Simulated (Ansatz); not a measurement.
# CaBr (P6_3mc) in Ansatz: a series of runs

The runs below take CaBr through relaxation of cell and atoms, with PBE.

All numbers are computed with Ansatz 0.2.0; they aren't measurements. Logs are shortened: lines on timing, memory, paths and dates and some standing lists are left out, and cuts for length are marked.

### Step 1. Starting point

Symmetry: P6_3mc, No. 186, hexagonal system. Conventional cell: a = 4.084 Å, b = 4.084 Å, c = 9.672 Å, α = 90.00°, β = 90.00°, γ = 120.00°. Around Br (site symmetry 3m) lie 4 Ca at 2.96 to 3.01 Å. Ca (site symmetry 3m) has 4 Br at 2.96 to 3.01 Å as nearest neighbours.

The cell comes from a database or a generator and needn't be the stable form of this composition.

### Step 2. Relaxation of cell and atoms, PBE

Input file input.yaml:

```yaml
crystal:
  lattice:
    - [4.0841480343, 0.0, 0.0]
    - [-2.0420740171, 3.5369759505, 0.0]
    - [0.0, 0.0, 9.672126]
  atoms:
    - { symbol: Br, position: [0.6666666667, 0.3333333333, 0.534488] }
    - { symbol: Br, position: [0.3333333333, 0.6666666667, 0.034488] }
    - { symbol: Ca, position: [0.6666666667, 0.3333333333, 0.840512] }
    - { symbol: Ca, position: [0.3333333333, 0.6666666667, 0.340512] }
hamiltonian:
  xc: pbe
  pseudopotentials: { kind: nc, accuracy: stringent }
kpoints:
  mp_grid: { grid: [8, 8, 3] }
scf:
  occupations: { method: fermi_dirac, width: 0.05 }
output:
  forces: true
  stress: true
  eigenvalues: true
relax:
  f_tol: 0.01
  max_steps: 40
  cell: { stress_tol: 0.05 }
```

Potentials or basis: PseudoDojo stringent (PBE files).

Started as:

```bash
> ansatz run input.yaml --threads 2 --pin off --max-ram 5632MiB --backend cpu --events-out ev --progress --plain --runs-dir out
```

The log of the run:

```text
Warning: RAYON_NUM_THREADS=2 ignored (pool sized by the plan → 2); use --threads N
Engine: ansatz 0.2.0, aarch64-unknown-linux-gnu
Pseudopotentials: kind: nc
Pseudopotential: Br, nc, valence charge 17, recommended cutoff 1034.032677 eV (normal), Br.nc.azcp (PseudoDojo's, or run here from an input of PseudoDojo's; its table is named by hamiltonian.pseudopotentials.accuracy)
Pseudopotential: Ca, nc, valence charge 10, recommended cutoff 925.187132 eV (normal), Ca.nc.azcp (PseudoDojo's, or run here from an input of PseudoDojo's; its table is named by hamiltonian.pseudopotentials.accuracy)
Functional definition: PBE
  parameter kappa = 0.804
  parameter beta = 0.06672455060314922
  exchange = pbe_x(kappa = kappa, mu = beta*pi^2/3)
  correlation = pbe_c(beta = beta)
Crystal: 4 atoms, lattice volume = 139.719 Å³
Basis set: ecut = 1034.032677 eV, 10551 PW (Γ), exchange–correlation on 90×90×216 points (8 copies of the dense FFT grid, shifted against one another)
Bands: 33, of which v1, the nominal top of the filled ones, is band 27 counted from 1 (26 counted from 0)
Symmetry: 12 space group operations
Space group: P63mc (ITA 186), of the structure as read, at distance tolerance 5.2e-5 Å
k-points: 20 of 192 (time reversal used)
Non-local potential: Br, projectors of the file, l = 0: 2, l = 1: 2, l = 2: 2
Non-local potential: Ca, projectors of the file, l = 0: 2, l = 1: 2, l = 2: 2
Initial density: superposition of atomic densities (chi_scale 0.1, normalization cell, long waves kept (reshape's long-wave potential 0.01 eV rms))
Initial wavefunctions: pseudopotential atomic-orbital guess
Functional: x = pbe(κ = 0.804, μ = 0.2195149727645171), c = pbe(β = 0.06672455060314922)
SCF iter   1: F=—  HF=-9490.111646 eV  |F-HF|=—  |Δ(HF+E_count)|=         —  Δρ=1.29e-1  dr2=5.44e1  ethr=3.10e-3  ⟨swp⟩=13.2  Hψ=4752  notcnv=0
preconditioner: auto → Kerker (q_TF=auto, 2.329 Å⁻¹)  [metal: Δε(μ)=0.007 eV  Ē_g=4.686 eV  σ=0.050 eV  W_gap=0.04  n_scr=36 (ndim 8)  ℏωp=13.3 eV  f_vac=0.005  D(μ)=12.63/eV (n_scr^D=162)]
SCF iter   2: F=—  HF=-9480.199844 eV  |F-HF|=—  |Δ(HF+E_count)|=    9.91e0  Δρ=2.77e-2  dr2=2.82e0  ethr=3.10e-3  ⟨swp⟩=6.0  Hψ=2132  notcnv=0
SCF iter   3: F=—  HF=-9479.511009 eV  |F-HF|=—  |Δ(HF+E_count)|=   6.89e-1  Δρ=1.27e-2  dr2=7.64e-1  ethr=3.10e-3  ⟨swp⟩=3.9  Hψ=1260  notcnv=0  defer=2
SCF iter   4: F=—  HF=-9479.272911 eV  |F-HF|=—  |Δ(HF+E_count)|=   2.38e-1  Δρ=5.02e-3  dr2=1.08e-1  ethr=1.41e-3  ⟨swp⟩=5.5  Hψ=1319  notcnv=0  defer=2
SCF iter   5: F=—  HF=-9479.251221 eV  |F-HF|=—  |Δ(HF+E_count)|=   2.17e-2  Δρ=2.02e-3  dr2=1.04e-2  ethr=1.99e-4  ⟨swp⟩=4.8  Hψ=1214  notcnv=0  defer=2
SCF iter   6: F=—  HF=-9479.253253 eV  |F-HF|=—  |Δ(HF+E_count)|=   2.03e-3  Δρ=6.58e-4  dr2=1.01e-3  ethr=1.93e-5  ⟨swp⟩=2.2  Hψ=913  notcnv=0  defer=2
SCF iter   7: F=—  HF=-9479.253304 eV  |F-HF|=—  |Δ(HF+E_count)|=   5.11e-5  Δρ=2.03e-4  dr2=1.06e-4  ethr=1.87e-6  ⟨swp⟩=2.2  Hψ=973  notcnv=0  defer=2
SCF iter   8: F=—  HF=-9479.253315 eV  |F-HF|=—  |Δ(HF+E_count)|=   1.10e-5  Δρ=5.63e-5  dr2=8.25e-6  ethr=1.96e-7  ⟨swp⟩=2.3  Hψ=1012  notcnv=0  defer=2
SCF iter   9: F=—  HF=-9479.253315 eV  |F-HF|=—  |Δ(HF+E_count)|=   3.18e-7  Δρ=1.67e-5  dr2=9.87e-7  ethr=1.53e-8  ⟨swp⟩=2.5  Hψ=989  notcnv=0  defer=2
SCF iter  10: F=—  HF=-9479.253316 eV  |F-HF|=—  |Δ(HF+E_count)|=   7.49e-7  Δρ=6.24e-6  dr2=1.34e-7  ethr=1.83e-9  ⟨swp⟩=2.0  Hψ=813  notcnv=0  defer=2
SCF iter  11: F=-9479.253316 eV  HF=-9479.253316 eV  |F-HF|=3.88e-9  |Δ(HF+E_count)|=   1.53e-8  Δρ=1.86e-6  dr2=6.79e-9  ethr=1.85e-10  ⟨swp⟩=12.1  Hψ=3767  notcnv=0
SCF 1 converged in 11 iterations: F = -9479.253316 eV  dr2 = 6.79e-9
relax step   1: F+E_penalty+E_count = -9479.25331558 eV  Δ(F+E_penalty+E_count) = +0.000e0 eV  max|allowed force component| = 1.256e-1 eV/Å  Δτ_max = 0.0000 Å  P = +0.526 GPa  Ω = 139.719 Å³  (11 SCF iters, dr2 threshold 1.00e-7 eV, accepted)
Crystal: 4 atoms, lattice volume = 140.892 Å³
Basis set: ecut = 1034.032677 eV, 10671 PW (Γ), exchange–correlation on 90×90×216 points (8 copies of the dense FFT grid, shifted against one another)
Initial density: handed on by an earlier stage of this run
Initial wavefunctions: those handed on with the density
iter 1 solved again at ethr=1.61e-5 eV; its pass at ethr=3.10e-3 eV (dr2=8.68e-3 eV) is discarded
SCF iter   1: F=—  HF=-9479.269400 eV  |F-HF|=—  |Δ(HF+E_count)|=         —  Δρ=2.69e-3  dr2=9.29e-3  ethr=1.61e-5  ⟨swp⟩=3.0  Hψ=4770  notcnv=0
preconditioner: auto → LDOS  [metal: Δε(μ)=0.068 eV  Ē_g=5.980 eV  σ=0.050 eV  W_gap=0.30  n_scr=36 (ndim 8)  ℏωp=11.7 eV  f_vac=0.023  D(μ)=4.37/eV (n_scr^D=36)  β→1.0]
SCF iter   2: F=—  HF=-9479.266265 eV  |F-HF|=—  |Δ(HF+E_count)|=   3.14e-3  Δρ=5.98e-4  dr2=4.13e-4  ethr=1.61e-5  ⟨swp⟩=2.0  Hψ=1210  notcnv=0
SCF iter   3: F=—  HF=-9479.266199 eV  |F-HF|=—  |Δ(HF+E_count)|=   6.58e-5  Δρ=1.57e-4  dr2=4.12e-5  ethr=7.65e-7  ⟨swp⟩=2.0  Hψ=1211  notcnv=0
SCF iter   4: F=—  HF=-9479.266160 eV  |F-HF|=—  |Δ(HF+E_count)|=   3.84e-5  Δρ=5.14e-5  dr2=4.44e-6  ethr=7.63e-8  ⟨swp⟩=2.2  Hψ=1216  notcnv=0
SCF iter   5: F=—  HF=-9479.266162 eV  |F-HF|=—  |Δ(HF+E_count)|=   1.65e-6  Δρ=1.68e-5  dr2=5.84e-7  ethr=8.23e-9  ⟨swp⟩=2.0  Hψ=1209  notcnv=0
SCF iter   6: F=-9479.266162 eV  HF=-9479.266162 eV  |F-HF|=1.53e-8  |Δ(HF+E_count)|=   2.31e-7  Δρ=4.65e-6  dr2=5.77e-8  ethr=7.41e-10  ⟨swp⟩=11.3  Hψ=3018  notcnv=0
SCF 2 converged in 6 iterations: F = -9479.266162 eV  dr2 = 5.77e-8
relax step   2: F+E_penalty+E_count = -9479.26616228 eV  Δ(F+E_penalty+E_count) = -1.285e-2 eV  max|allowed force component| = 2.311e-2 eV/Å  Δτ_max = 0.0182 Å  P = +0.129 GPa  Ω = 140.892 Å³  energy of the carried Pulay correction = -3.908e-5 eV  (6 SCF iters, dr2 threshold 4.00e-7 eV, accepted)
Crystal: 4 atoms, lattice volume = 141.394 Å³
Basis set: ecut = 1034.032677 eV, 10719 PW (Γ), exchange–correlation on 90×90×216 points (8 copies of the dense FFT grid, shifted against one another)
iter 1 solved again at ethr=1.39e-6 eV; its pass at ethr=3.10e-3 eV (dr2=7.52e-4 eV) is discarded
SCF iter   1: F=—  HF=-9479.267091 eV  |F-HF|=—  |Δ(HF+E_count)|=         —  Δρ=6.78e-4  dr2=8.20e-4  ethr=1.39e-6  ⟨swp⟩=2.1  Hψ=4617  notcnv=0
preconditioner: auto → LDOS  [metal: Δε(μ)=0.067 eV  Ē_g=5.920 eV  σ=0.050 eV  W_gap=0.30  n_scr=36 (ndim 8)  ℏωp=11.7 eV  f_vac=0.024  D(μ)=4.29/eV (n_scr^D=36)  β→1.0]
SCF iter   2: F=—  HF=-9479.266845 eV  |F-HF|=—  |Δ(HF+E_count)|=   2.46e-4  Δρ=1.63e-4  dr2=4.68e-5  ethr=1.39e-6  ⟨swp⟩=2.7  Hψ=1274  notcnv=0
SCF iter   3: F=—  HF=-9479.266759 eV  |F-HF|=—  |Δ(HF+E_count)|=   8.57e-5  Δρ=4.71e-5  dr2=5.83e-6  ethr=8.67e-8  ⟨swp⟩=2.9  Hψ=1290  notcnv=0
SCF iter   4: F=—  HF=-9479.266759 eV  |F-HF|=—  |Δ(HF+E_count)|=   3.47e-7  Δρ=1.59e-5  dr2=5.18e-7  ethr=1.08e-8  ⟨swp⟩=3.0  Hψ=1299  notcnv=0
SCF iter   5: F=-9479.266760 eV  HF=-9479.266760 eV  |F-HF|=3.06e-9  |Δ(HF+E_count)|=   2.78e-7  Δρ=5.40e-6  dr2=5.58e-8  ethr=3.03e-10  ⟨swp⟩=10.7  Hψ=3294  notcnv=0
SCF 3 converged in 5 iterations: F = -9479.266760 eV  dr2 = 5.58e-8
relax step   3: F+E_penalty+E_count = -9479.26675965 eV  Δ(F+E_penalty+E_count) = -5.974e-4 eV  max|allowed force component| = 8.854e-4 eV/Å  Δτ_max = 0.0040 Å  P = +0.003 GPa  Ω = 141.394 Å³  energy of the carried Pulay correction = -5.573e-5 eV  (5 SCF iters, dr2 threshold 1.64e-7 eV, accepted)
Initial wavefunctions: pseudopotential atomic-orbital guess (no wavefunctions were taken with the density)
iter 1 solved again at ethr=1.48e-6 eV; its pass at ethr=3.10e-3 eV (dr2=8.01e-4 eV) is discarded
SCF iter   1: F=—  HF=-9479.266998 eV  |F-HF|=—  |Δ(HF+E_count)|=         —  Δρ=3.79e-5  dr2=2.37e-7  ethr=1.48e-6  ⟨swp⟩=3.8  Hψ=6366  notcnv=0
eigensolver tolerance schedule: the retry pair's looser diagonalisation over-reported the residual by 3379.21 of it (diagonalisation noise at an unbounded share of the residual, at the tolerance the schedule requests for it); recorded, not acted on — ethr = c·dr2/N_el stays at c = 1.0e-1
preconditioner: auto → LDOS  [metal: Δε(μ)=0.066 eV  Ē_g=5.902 eV  σ=0.050 eV  W_gap=0.29  n_scr=36 (ndim 8)  ℏωp=11.7 eV  f_vac=0.025  D(μ)=4.32/eV (n_scr^D=36)  β→1.0]
SCF iter   2: F=—  HF=-9479.266952 eV  |F-HF|=—  |Δ(HF+E_count)|=   4.56e-5  Δρ=9.19e-6  dr2=5.28e-8  ethr=4.39e-10  ⟨swp⟩=3.8  Hψ=1577  notcnv=0
SCF iter   3: F=—  HF=-9479.266952 eV  |F-HF|=—  |Δ(HF+E_count)|=   1.08e-8  Δρ=2.34e-6  dr2=9.30e-9  ethr=9.77e-11  ⟨swp⟩=2.5  Hψ=1220  notcnv=0
SCF iter   4: F=—  HF=-9479.266952 eV  |F-HF|=—  |Δ(HF+E_count)|=   1.17e-9  Δρ=9.78e-7  dr2=1.23e-9  ethr=1.72e-11  ⟨swp⟩=2.0  Hψ=1006  notcnv=0
SCF iter   5: F=—  HF=-9479.266952 eV  |F-HF|=—  |Δ(HF+E_count)|=  4.18e-11  Δρ=3.42e-7  dr2=2.09e-10  ethr=2.28e-12  ⟨swp⟩=1.4  Hψ=669  notcnv=0
SCF iter   6: F=-9479.266952 eV  HF=-9479.266952 eV  |F-HF|=0.00e0  |Δ(HF+E_count)|=  1.82e-11  Δρ=6.40e-8  dr2=3.66e-12  ethr=1.00e-12  ⟨swp⟩=8.9  Hψ=3203  notcnv=0
SCF 4 converged in 6 iterations: F = -9479.266952 eV  dr2 = 3.66e-12
relax step   4: F+E_penalty+E_count = -9479.26695226 eV  Δ(F+E_penalty+E_count) = -1.926e-4 eV  max|allowed force component| = 9.607e-4 eV/Å  Δτ_max = 0.0000 Å  P = +0.013 GPa  Ω = 141.394 Å³  stress off target by 2.14e-2 GPa  SCF on the basis re-selected at this cell (its energy is not comparable with the rows above)  (6 SCF iters)
basis re-selected at this cell: Δ(F+E_penalty+E_count) = -1.926e-4 eV, ΔP = +0.010 GPa vs the last step (what re-selecting the basis moved, of the pressure what is left beyond the Pulay correction that the steps carried, after the strain that the cell walked since its last selection, with what the two solves' SCF thresholds leave and, on support functions, any second-order correction that the steps lacked; it is no measure of the basis error at this ecutwfc). This SCF's stress stands 2.14e-2 GPa from its target on what of the cell is left free (relax.cell.stress_tol is 5.00e-2 GPa) and its largest allowed force component is 9.61e-4 eV/Å (relax.f_tol is 1.00e-2 eV/Å): within both
SCF converged after 6 iterations
Free energy (F): -9479.266952 eV
Harris-Foulkes:  -9479.266952 eV  (|F-HF|=0.00e0)
Internal energy: -9479.230597 eV  (E = F + TS)
E sigma→0 (E₀):  -9479.248775 eV
Entropy (-TS):   -0.036355 eV (-9.089 meV/atom)
Fermi energy:    6.718161 eV
--- Per-component energies (eV) ---
  E_band       = -1467.723891
  E_kinetic    = 5034.718573
  E_local      = -8543.709717  (includes V_loc(G=0)·N_el)
  E_nonlocal   = -2871.078239
  E_hartree    = 3130.617187
  E_xc         = -1610.692806
  E_vxc        = -1348.888955  (∫ρ·V_xc dr)
  E_ewald      = -4619.085595
  E_smearing   = -0.036355  (= −TS)
  E_closure    = -0.000000  (closes the sum)
  Σ components = -9479.266952   (vs F -9479.266952, Δ=0.00e0)
--- Forces (eV/Å), atoms counted from 1 ---
  atom   1  Br     0.00000000     0.00000000    -0.00095967
  atom   2  Br    -0.00000000    -0.00000000    -0.00095967
  atom   3  Ca    -0.00000000    -0.00000000     0.00096170
  atom   4  Ca     0.00000000     0.00000000     0.00096170
  max |Σ_I F_I| component: 4.06e-6 eV/Å
--- Stress (GPa, compression-positive) ---
        0.008821       0.000000      -0.000000
        0.000000       0.008821      -0.000000
       -0.000000      -0.000000       0.021407
  P = ⅓ Tr σ = 0.0130 GPa (0.130 kbar)
--- Band table (eV; the first three rows and the last of 20) ---
  k-point 0: bands = ["-55.8559", "-55.8559", "-55.8416", "-55.8416", "-55.8416", "-55.8416", "-55.7997", "-55.7997", "-55.7997", "-55.7997", "-35.8496", "-35.8494", "-16.8344", "-16.8240", "-16.8240", "-16.8235", "-16.8235", "-16.8112", "-10.0317", "-9.9309", "0.6565", "1.3640", "2.7249", "2.7249", "2.8017", "2.8017", "4.9520", "6.5746", "8.6063", "8.6063", "8.7551", "8.7551", "8.8305"]
  k-point 1: bands = ["-55.8559", "-55.8559", "-55.8416", "-55.8416", "-55.8416", "-55.8416", "-55.7997", "-55.7997", "-55.7997", "-55.7997", "-35.8495", "-35.8494", "-16.8286", "-16.8239", "-16.8239", "-16.8236", "-16.8236", "-16.8170", "-10.0067", "-9.9563", "0.8065", "1.1539", "2.7436", "2.7436", "2.7820", "2.7820", "5.3628", "6.1761", "8.5946", "8.6503", "8.6503", "8.7293", "8.7293"]
  k-point 2: bands = ["-55.8559", "-55.8559", "-55.8416", "-55.8416", "-55.8416", "-55.8416", "-55.7997", "-55.7997", "-55.7997", "-55.7997", "-35.8488", "-35.8486", "-16.8386", "-16.8352", "-16.8278", "-16.8266", "-16.8260", "-16.8092", "-10.0000", "-9.9068", "0.7535", "1.4016", "2.3660", "2.4854", "2.6664", "2.7452", "5.3087", "6.5783", "8.3067", "8.6090", "8.7099", "8.8190", "8.9194"]
  k-point 19: bands = ["-55.8559", "-55.8559", "-55.8416", "-55.8416", "-55.8416", "-55.8416", "-55.7997", "-55.7997", "-55.7997", "-55.7997", "-35.8436", "-35.8435", "-16.8878", "-16.8876", "-16.8650", "-16.8646", "-16.8035", "-16.8021", "-9.7674", "-9.7609", "1.2881", "1.2918", "1.5436", "1.5643", "1.8089", "1.8253", "7.1477", "7.3104", "7.7120", "7.7551", "8.8657", "9.2887", "9.3749"]
--- Relaxed structure (3 steps of the walk, 3 accepted, 1 SCFs on fresh bases) ---
  F+E_penalty+E_count = -9479.26695226 eV   max|allowed force component| = 9.607e-4 eV/Å   (the final SCF, on the basis selected at the relaxed cell)
  cell:  # Å, volume = 141.3941 Å³
    - [4.071938256717039, -2.8781326222468626e-11, 1.1394271065360356e-18]
    - [-2.035969128333594, 3.5264019729730673, -5.697135532610409e-19]
    - [2.6984042815559004e-18, 9.572954342068114e-34, 9.846871724835946]
  atoms:
    - { symbol: Br, position: [0.6666666666666665, 0.3333333333333333, 0.5367810538923348] }
    - { symbol: Br, position: [0.3333333333333333, 0.6666666666666666, 0.03678105389233487] }
    - { symbol: Ca, position: [0.6666666666666665, 0.3333333333333333, 0.8382189461076652] }
    - { symbol: Ca, position: [0.3333333333333333, 0.6666666666666666, 0.3382189461076651] }
```

It took 51 s on 2 threads of Arm Neoverse V2, shared host; peak memory 0.69 GiB.

Results:

| Item | Value |
| --- | --- |
| Free energy | -9479.2670 eV |
| Relaxed volume | 35.35 Å³/atom |
| Relaxed cell | a = 4.072 Å, b = 4.072 Å, c = 9.847 Å, α = 90.00°, β = 90.00°, γ = 120.00° |
| Space group after relaxing (to 0.05 Å) | P6_3mc (No. 186) |
| Energy gained by relaxing | 3.4 meV/atom |
| Ionic steps | 4 |
| Pressure after relaxing | 0.0 GPa |
| Band gap on the k mesh | none (metal or under the smearing width) |

The path:
| step | energy change (eV) | largest force (eV/Å) | volume (Å³) |
| --- | --- | --- | --- |
| 1 | 0.0000 | 0.1256 | 139.72 |
| 2 | -0.0128 | 0.0232 | 140.89 |
| 3 | -0.0134 | 0.0010 | 141.39 |
| 4 | -0.0136 | 0.0010 | 141.39 |

Final structure:
```cif
data_structure
_symmetry_space_group_name_H-M 'P 1'
_symmetry_Int_Tables_number 1
_cell_length_a 4.0719
_cell_length_b 4.0719
_cell_length_c 9.8469
_cell_angle_alpha 90.000
_cell_angle_beta 90.000
_cell_angle_gamma 120.000
_cell_volume 141.39
loop_
_atom_site_label
_atom_site_type_symbol
_atom_site_fract_x
_atom_site_fract_y
_atom_site_fract_z
_atom_site_occupancy
Br1 Br 0.66667 0.33333 0.53678 1
Br2 Br 0.33333 0.66667 0.03678 1
Ca1 Ca 0.66667 0.33333 0.83822 1
Ca2 Ca 0.33333 0.66667 0.33822 1
```

Levels at points of the mesh, in eV from the Fermi level:
```
            k point  band 23  band 24  band 25  band 26  band 27  band 28  band 29  band 30  band 31  band 32
 (0.00, 0.00, 0.00)    -3.99    -3.99    -3.92    -3.92    -1.77    -0.14     1.89     1.89     2.04     2.04
(0.00, -0.50, 0.00)    -5.29    -5.11    -4.37    -4.27     0.08     0.20     0.99     1.02     2.02     2.43
```

Caveat: the plane-wave basis is chosen anew once the cell has moved, so the energies of steps on either side of that aren't comparable.

### Step 3. Relaxation of cell and atoms, PBE

Edit input.yaml of step 2 so:

```diff
@@ -12,3 +12,3 @@
   xc: pbe
-  pseudopotentials: { kind: nc, accuracy: stringent }
+  pseudopotentials: { kind: paw, source: ansatz }
 kpoints:
```

Potentials or basis: Ansatz PAW earlier set.

Started as:

```bash
> ansatz run input.yaml --threads 2 --pin off --max-ram 5632MiB --backend cpu --events-out ev --progress --plain --runs-dir out
```

Run time: 32 s. Hardware: 2 threads of Arm Neoverse V2, shared host; peak memory 0.54 GiB.

It converged, with:

```yaml
Free_energy: -15912.5745 eV
Relaxed_volume: 35.38 Å³/atom
Relaxed_cell: a = 4.072 Å, b = 4.072 Å, c = 9.855 Å, α = 90.00°, β = 90.00°, γ = 120.00°
Space_group_after_relaxing_to_0.05_Å: P6_3mc (No. 186)
Energy_gained_by_relaxing: 3.5 meV/atom
Ionic_steps: 4
Pressure_after_relaxing: 0.0 GPa
Band_gap_on_the_k_mesh: none (metal or under the smearing width)
```

The path:
```csv
step,energy change (eV),largest force (eV/Å),volume (Å³)
1,0.0000,0.1257,139.72
2,-0.0134,0.0227,140.97
3,-0.0141,0.0018,141.52
4,-0.0141,0.0018,141.52
```

Final structure:
```
Br Ca
1.0
     4.07222    0.00000    0.00000
    -2.03611    3.52665    0.00000
     0.00000    0.00000    9.85459
Br Ca
2 2
Direct
  0.66667 0.33333 0.53678
  0.33333 0.66667 0.03678
  0.66667 0.33333 0.83822
  0.33333 0.66667 0.33822
```

Levels at points of the mesh, in eV from the Fermi level:
```
            k point  band 23  band 24  band 25  band 26  band 27  band 28  band 29  band 30  band 31  band 32
 (0.00, 0.00, 0.00)    -3.99    -3.99    -3.91    -3.91    -1.77    -0.14     1.89     1.89     2.04     2.04
(0.00, -0.50, 0.00)    -5.29    -5.11    -4.36    -4.27     0.08     0.20     0.99     1.02     2.02     2.44
```

Caveat: the plane-wave basis is chosen anew once the cell has moved, so the energies of steps on either side of that aren't comparable.
